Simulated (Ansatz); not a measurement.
**C2H9NSi (SMILES CN(C)[SiH3]) at PBE-QIDH/6-31G(d) (spherical functions)**

What is the energy change on altering one bond length of C2H9NSi at PBE-QIDH/6-31G* (spherical functions)? 

Program for the calculation: Ansatz 0.2.0.

71 further runs of the same task are left out: 71 set aside as unsound or not needed.

**1. Starting point**

C2H9NSi: 13 atoms, total charge 0, spin state singlet. As SMILES, `CN(C)[SiH3]`. The shape is that of a PBE0-D4/def2-TZVP optimisation.

Bond lengths: C1–N2 1.442 Å, N2–C3 1.442 Å, N2–Si4 1.717 Å, C1–H5 1.101 Å, C1–H6 1.097 Å, C1–H7 1.092 Å, C3–H8 1.097 Å, C3–H9 1.101 Å, C3–H10 1.092 Å, Si4–H11 1.497 Å, Si4–H12 1.487 Å, Si4–H13 1.487 Å. Some angles: C1–N2–C3 113.7°, C1–N2–Si4 120.9°, C3–N2–Si4 120.9°, N2–C1–H5 112.8°, N2–C1–H6 110.4°, N2–C1–H7 110.5°, N2–C3–H8 110.4°, N2–C3–H9 112.8°, N2–C3–H10 110.5°, N2–Si4–H11 115.3°.

**2. A single-point energy at PBE-QIDH/6-31G(d) (spherical functions)**

molecule.yaml reads:

```yaml
crystal:
  periodic: [false, false, false]
  atoms:
    - {symbol: C, position_ang: [-0.853400, 1.051500, -0.567400]}
    - {symbol: N, position_ang: [-0.064300, 0.101400, 0.176900]}
    - {symbol: C, position_ang: [1.257300, 0.576800, 0.503700]}
    - {symbol: Si, position_ang: [-0.404400, -1.580400, 0.101900]}
    - {symbol: H, position_ang: [-0.416100, 1.292500, -1.548500]}
    - {symbol: H, position_ang: [-0.947500, 1.991500, -0.009400]}
    - {symbol: H, position_ang: [-1.860700, 0.663700, -0.735400]}
    - {symbol: H, position_ang: [1.197400, 1.509100, 1.079000]}
    - {symbol: H, position_ang: [1.870100, 0.778300, -0.388400]}
    - {symbol: H, position_ang: [1.787100, -0.156700, 1.115700]}
    - {symbol: H, position_ang: [0.068700, -2.275300, -1.137100]}
    - {symbol: H, position_ang: [-1.879700, -1.752300, 0.167000]}
    - {symbol: H, position_ang: [0.265600, -2.234700, 1.256700]}
basis:
  gaussian: {orbitals: 6-31G_st_-spherical.json}
hamiltonian: {xc: {name: PBE-QIDH}}
correlation: {frozen_orbitals: {C: 1, H: 0, "N": 1, Si: 5}}
accuracy: high
output: {orbitals: {seedname: orbitals}}
```

The basis set 6-31G* is read from a file made from the Basis Set Exchange's data (not shown).

Run with:

```bash
$ ansatz run molecule.yaml --threads 1 --pin off --max-ram 2610MiB --events-out events.jsonl --progress --plain --runs-dir runs
```

Standard output:

```text
Warning: RAYON_NUM_THREADS=1 ignored (pool sized by the plan → 1); use --threads N
Functional definition: PBE-QIDH
  name "PBE-QIDH"
  parameter a = 3^(-1/3)
  parameter c = 1/3
  exchange = (1 - a)*pbe_x + a*exact_x
  correlation = (1 - c)*pbe_c + c*(mp2_os + mp2_ss)
1974 factors; integrals over basis functions are off by at most 4.0e-9 eV
mean field evaluation 1: about -11567.6809 eV, gradient 3.1e1 eV
mean field evaluation 2: about -11567.7883 eV, gradient 3.1e1 eV
mean field evaluation 4: about -11570.0713 eV, gradient 3.3e0 eV
mean field evaluation 8: about -11570.0972 eV, gradient 2.6e-2 eV
mean field evaluation 16: about -11570.0972 eV, gradient 2.8e-6 eV
mean field -11570.09717390 eV, -425.1932286474 hartree, gradient 6.7e-8 eV, S^2 0.000000; 0 other end points of the search recorded, 0 dependent functions left out
8 core orbitals not correlated: weight in the atoms' cores, before any rotation towards them, 1.000 or more for the frozen orbitals, at most 0.000 for the correlated occupied ones
reference -11570.09717487 eV, -425.1932286831 hartree; 13, 13 occupied and 57, 57 virtual orbitals, 1974 factors
second order -15.49867090 eV of doubles, -0.00000000 eV of singles
Total energy: -11575.26339851 eV, -425.3830838998 hartree
```

Run time: 13 s. Hardware: 1 thread of Arm Neoverse V1, shared host; peak memory 0.26 GiB.

**3. The distorted shape at the same level**

input.yaml reads:

```yaml
crystal:
  periodic: [false, false, false]
  atoms:
    - {symbol: C, position_ang: [-1.159777, 0.950758, -0.121384]}
    - {symbol: "N", position_ang: [-0.370677, 0.000658, 0.622916]}
    - {symbol: C, position_ang: [0.950923, 0.476058, 0.949716]}
    - {symbol: Si, position_ang: [-0.710777, -1.681142, 0.547916]}
    - {symbol: H, position_ang: [-0.722477, 1.191758, -1.102484]}
    - {symbol: H, position_ang: [-1.253877, 1.890758, 0.436616]}
    - {symbol: H, position_ang: [-2.167077, 0.562958, -0.289384]}
    - {symbol: H, position_ang: [0.891023, 1.408358, 1.525016]}
    - {symbol: H, position_ang: [1.870100, 0.778300, -0.388400]}
    - {symbol: H, position_ang: [1.480723, -0.257442, 1.561716]}
    - {symbol: H, position_ang: [-0.237677, -2.376042, -0.691084]}
    - {symbol: H, position_ang: [-2.186077, -1.853042, 0.613016]}
    - {symbol: H, position_ang: [-0.040777, -2.335442, 1.702716]}
basis:
  gaussian:
    orbitals: 6-31G_st_-spherical.json
hamiltonian:
  xc: {name: PBE-QIDH}
correlation:
  frozen_orbitals: {C: 1, H: 0, "N": 1, Si: 5}
accuracy: high
output: {orbitals: {seedname: orbitals}}
```

The basis set 6-31G* is read from a file made from the Basis Set Exchange's data (not shown).

Run with:

```bash
$ ansatz run input.yaml --threads 1 --pin off --max-ram 2610MiB --events-out events.jsonl --progress --plain --runs-dir runs
```

Standard output, cut to the lines that bear on the results:

```text
Warning: RAYON_NUM_THREADS=1 ignored (pool sized by the plan → 1); use --threads N
Functional definition: PBE-QIDH
  name "PBE-QIDH"
[...]
1981 factors; integrals over basis functions are off by at most 4.0e-9 eV
[...]
mean field -11567.98734952 eV, -425.1156940313 hartree, gradient 1.7e-8 eV, S^2 0.000000; 0 other end points of the search recorded, 0 dependent functions left out
8 core orbitals not correlated: weight in the atoms' cores, before any rotation towards them, 1.000 or more for the frozen orbitals, at most 0.000 for the correlated occupied ones
reference -11567.98735052 eV, -425.1156940683 hartree; 13, 13 occupied and 57, 57 virtual orbitals, 1981 factors
second order -15.86183230 eV of doubles, -0.00000000 eV of singles
Total energy: -11573.27462796 eV, -425.3099979302 hartree
```

Wall time 14 s (1 thread of Arm Neoverse V1, shared host); peak memory 0.26 GiB.

**4. What came out**

Level: PBE-QIDH/6-31G* (spherical functions), 8 core orbitals frozen.

| quantity | value |
| --- | --- |
| first shape: total energy | -425.38308 Eh |
| first shape: HOMO energy (SCF part's orbitals) | -8.37 eV |
| first shape: LUMO energy (SCF part's orbitals) | 2.83 eV |
| first shape: HOMO–LUMO gap (SCF part's orbitals) | 11.19 eV |
| distorted shape: total energy | -425.31000 Eh |
| distorted shape: HOMO energy (SCF part's orbitals) | -8.28 eV |
| distorted shape: LUMO energy (SCF part's orbitals) | 2.43 eV |
| distorted shape: HOMO–LUMO gap (SCF part's orbitals) | 10.71 eV |
| energy change with the C3–H9 bond stretched from 1.101 to 1.651 Å | 1.989 eV |

What this shows: With the C3–H9 bond stretched from 1.101 to 1.651 Å the energy rises by 1.99 eV (192 kJ/mol). The first shape isn't relaxed at this level, so the change isn't measured from a minimum.
